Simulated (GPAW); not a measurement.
Co3Ir:

```
CELL_PARAMETERS angstrom
3.58256 0.00000 0.00000
0.00000 3.58256 0.00000
0.00000 0.00000 3.58256
ATOMIC_POSITIONS crystal
Ir 0.00000 0.00000 0.00000
Co 0.50000 0.50000 0.00000
Co 0.50000 0.00000 0.50000
Co 0.00000 0.50000 0.50000
```

The cell comes from a database or a generator and needn't be the stable form of this composition.

Base run:

```yaml
Program: GPAW 26.7.0
Functional: PBEsol
Potentials_or_basis: PAW data sets generated in the run's folder for this functional
Cutoff: 600 eV
Basis: pw
k_mesh: 8 × 8 × 8
Occupations: fermi-dirac, width 0.05 eV
Spin: collinear spin, ferromagnetic start
Starting_moments: "[0.6, 2.0, 2.0, 2.0] μB"
```

Its results: pressure -2.9 GPa; net moment 4.75 μB per cell; site moments Ir +0.48; Co +1.46 μB.

After a change of settings the same cell gave: pressure 2.4 GPa; net moment 5.94 μB per cell; site moments Ir +0.60; Co +1.83 μB. Which change was it?
A. k mesh from 8 × 8 × 8 to 6 × 6 × 6
B. hubbard terms from none to Co d U = 4 eV
C. hubbard terms from none to Co d U = 1 eV

C.

Caveats: the U is typed as a test and isn't derived for this compound (some runs).

Not every run made on this cell is shown here.
